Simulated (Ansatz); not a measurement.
# CH8B2Si: basis-set convergence

How large a basis does CH8B2Si need? Two functionals are run in growing sets.

Program: Ansatz 0.2.0, Gaussian basis. Level of theory: one geometry, several basis sets. These are calculated values, not measurements.

Levels to be run: PBE0-D4/def2-SVP; ωB97M-V/def2-SVP; PBE0-D4/def2-QZVPP; ωB97M-V/def2-QZVPP; the functionals' def2-TZVPP values are taken from earlier runs.

### 1 Structure used throughout

The geometry comes from an earlier relaxation with PBE0-D4 in a triple-zeta def2 set; it is a stationary point, not always the lowest conformer.

SMILES `BC(B)[SiH3]`, 12 atoms, charge 0, spin multiplicity 1.

Atoms are counted from 1 here; the program's logs count them from 0.

Bond lengths: B1–C2 1.530 Å, B1–H5 1.198 Å, B1–H6 1.197 Å, C2–B3 1.542 Å, C2–Si4 1.911 Å, C2–H7 1.091 Å, B3–H8 1.196 Å, B3–H9 1.199 Å, Si4–H10 1.480 Å, Si4–H11 1.483 Å, Si4–H12 1.494 Å. Angles: C2–B1–H5 120.8°, C2–B1–H6 120.0°, H5–B1–H6 119.2°, B1–C2–B3 114.1°, B1–C2–Si4 107.2°, B1–C2–H7 117.4°, B3–C2–Si4 89.8°, B3–C2–H7 115.9°, Si4–C2–H7 108.2°, C2–B3–H8 120.9°, C2–B3–H9 119.6°, H8–B3–H9 119.5°, C2–Si4–H10 112.2°, C2–Si4–H11 107.6°, C2–Si4–H12 109.3°, H10–Si4–H11 111.2°, H10–Si4–H12 108.5°, H11–Si4–H12 107.9°.

### 2 PBE0-D4 in def2-SVP

Input file in.yaml:

```yaml
crystal:
  periodic: [false, false, false]
  atoms:
    - {symbol: B, position_ang: [-1.070625, 1.283283, -0.153777]}
    - {symbol: C, position_ang: [-0.691757, -0.174264, 0.116978]}
    - {symbol: B, position_ang: [0.135803, -0.381416, 1.401399]}
    - {symbol: Si, position_ang: [0.857269, -0.559528, -0.933468]}
    - {symbol: H, position_ang: [-2.169795, 1.570669, -0.532684]}
    - {symbol: H, position_ang: [-0.271146, 2.154766, 0.033192]}
    - {symbol: H, position_ang: [-1.443762, -0.935853, -0.093037]}
    - {symbol: H, position_ang: [-0.019714, -1.352219, 2.082437]}
    - {symbol: H, position_ang: [0.966862, 0.427240, 1.707123]}
    - {symbol: H, position_ang: [1.557048, 0.669099, -1.370638]}
    - {symbol: H, position_ang: [0.420385, -1.370696, -2.095110]}
    - {symbol: H, position_ang: [1.806432, -1.386181, -0.128314]}
basis:
  gaussian: {orbitals: def2-SVP}
hamiltonian: {xc: pbe0, dispersion: d4}
output: {orbitals: {seedname: orbitals}}
```

Command:

```
$ ansatz run in.yaml --threads 2 --pin off --events-out ev --progress --plain --max-ram 4352MiB
```

Further steps of the session: ωB97M-V in def2-SVP; PBE0-D4 in def2-QZVPP; ωB97M-V in def2-QZVPP.

Before running them: what should the planned runs give, taken together? Wanted: PBE0-D4: double and triple zeta above quadruple; ωB97M-V: double and triple zeta above quadruple.

As calculated:

| quantity | value |
| --- | --- |
| PBE0-D4: double and triple zeta above quadruple | 5.93, 0.43 eV |
| ωB97M-V: double and triple zeta above quadruple | 6.16, 0.40 eV |

**Reading.** PBE0-D4 gains 5.49 eV from double to triple zeta, then 0.43 eV more. Total energies overstate the basis error of differences, where much of it tends to cancel.
